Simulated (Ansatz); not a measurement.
# GaSiH2 (quartet): from Hartree-Fock to the top rungs, cc-pVTZ

An exercise on one series of results from a longer session: the logs are not shown, and one member is left open.

Method: cc-pVTZ, core rule «outside noble gas», up to 19 orbitals frozen; program: Ansatz 0.2.0, Gaussian basis.

The runs, in order: UHF; CCSD(T) on ROHF; CCSD(T) on UHF; BCCD(T) on ROHF; CCSDT(Q) on ROHF; CCSDT(Q) on UHF.

15 further runs of the same task are left out: 4 for a known fault of the program, 11 set aside as unsound or not needed. Runs told in other sessions of the task aren't counted.

## The system

The geometry is a PBE0/def2-TZVP stationary point (not a proven minimum) of the parent state, kept for this charge and spin. No spin-orbit coupling is included. The filled d shell of Ga may be among the frozen orbitals whatever the setting's name suggests.

4 atoms, charge 0, spin multiplicity 4.

Atoms are counted from 1 here; the program's logs count them from 0.

Bond lengths: Si1–Ga2 2.397 Å, Ga2–H3 1.578 Å, Ga2–H4 1.578 Å. Angles: Si1–Ga2–H3 121.5°, Si1–Ga2–H4 121.5°, H3–Ga2–H4 117.0°.

The first run:

in.yaml reads:

```yaml
crystal:
  periodic: [false, false, false]
  atoms:
    - {symbol: Si, position_ang: [0.000000, 0.000000, 1.739044]}
    - {symbol: Ga, position_ang: [0.000000, 0.000000, -0.657659]}
    - {symbol: H, position_ang: [0.000000, 1.345603, -1.482210]}
    - {symbol: H, position_ang: [0.000000, -1.345603, -1.482210]}
basis:
  gaussian: {orbitals: cc-pVTZ}
magnetization: {spin_polarized: true, initial_magnetization: 3}
hamiltonian: {xc: hf}
output: {orbitals: {seedname: orbitals}}
```

Run with:

```sh
ansatz run in.yaml --threads 1 --pin off --events-out ev --progress --plain --max-ram 4096MiB --backend cpu
```

Among the steps run: UHF; CCSD(T) on ROHF; CCSD(T) on UHF; BCCD(T) on ROHF; CCSDT(Q) on ROHF; CCSDT(Q) on UHF.

One of the session's tables, all rows but one given; the rest of the session is left out.

It belongs to the step «Misses and costs». 

```
   method  from UCCSDT(Q) (meV)
     ROHF               +4980.0
      UHF               +4945.3
     RMP2               +1111.2
     UMP2                     ?
    RCCSD                +242.2
    UCCSD                +237.9
 RCCSD(T)                 +53.5
 UCCSD(T)                 +50.2
  BCCD(T)                 +51.3
   RCCSDT                 +13.4
   UCCSDT                  +9.8
RCCSDT(Q)                  +3.8
UCCSDT(Q)                     0
```

Estimate the missing values for UMP2.

As computed: from UCCSDT(Q) (meV): +1114.0. In the column «from UCCSDT(Q) (meV)» it lies between RMP2 (+1111.2) and UHF (+4945.3).

Limits of these values: Restricted and unrestricted rows rest on different reference determinants; a gap between their highest levels can come from leftover correlation error, from unlike frozen cores or from another state.
